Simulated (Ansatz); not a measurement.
# C3O5: the cost of one run

Computed with Ansatz 0.2.0 (the levels named in each step, unless a step's input says otherwise).

### 1 The system as given

Bond lengths: O1–C2 1.143 Å, C2–O3 1.144 Å, O4–C5 1.146 Å, C5–O6 1.141 Å, C7–O8 1.128 Å. Angles: O1–C2–O3 179.2°, O4–C5–O6 179.7°.

Coordinates:

```xyz
8

O     2.2689   -0.1776    0.7457
C     1.9888    0.1551   -0.3119
O     1.7238    0.4900   -1.3730
O    -0.6756   -0.7520    0.1213
C    -1.5651   -1.4707    0.1937
O    -2.4470   -2.1914    0.2683
C    -1.2355    1.8393   -0.0440
O    -0.2606    2.2378    0.3594
```

### 2 A rough first relaxation, PBE-D4/def2-SVP

This run stands in another session on the same molecule. It ended at:

```xyz
8

O     2.7691   -0.2772    0.4926
C     1.9754   -0.0245   -0.3327
O     1.1881    0.2362   -1.1663
O    -0.3983   -1.3578    0.9250
C    -1.3378   -1.4290    0.2213
O    -2.2747   -1.5194   -0.4774
C    -1.3050    1.7355    0.1714
O    -0.8192    2.7669    0.1256
```

### 3 Relaxation, r2SCAN-D4/def2-TZVPP

The input, input.yaml:

```yaml
crystal:
  periodic: [false, false, false]
  atoms:
    - { symbol: O, position_ang: [2.76908922, -0.27724347, 0.49261302] }
    - { symbol: C, position_ang: [1.97537217, -0.02450981, -0.33265987] }
    - { symbol: O, position_ang: [1.18809934, 0.23621313, -1.16631135] }
    - { symbol: O, position_ang: [-0.39828027, -1.35780738, 0.92504207] }
    - { symbol: C, position_ang: [-1.33779229, -1.42902606, 0.22133869] }
    - { symbol: O, position_ang: [-2.27467357, -1.51944582, -0.47743133] }
    - { symbol: C, position_ang: [-1.30500748, 1.73545166, 0.17139901] }
    - { symbol: O, position_ang: [-0.81919713, 2.76693777, 0.12559976] }
basis:
  gaussian: { orbitals: def2-TZVPP }
hamiltonian:
  xc: r2scan
  dispersion: d4
relax:
  f_tol: 0.002
  max_steps: 150
```

Launch:

```bash
$ ansatz run input.yaml --threads 4 --pin off --max-ram 10240MiB --backend cpu --events-out ev --progress --plain --runs-dir out
```

What time and memory should one allow on 4 threads of Intel Xeon Platinum 8259CL at 2.50GHz (Skylake/Cascade Lake), shared host?

About 4.3 min, with a peak of 0.35 GiB.
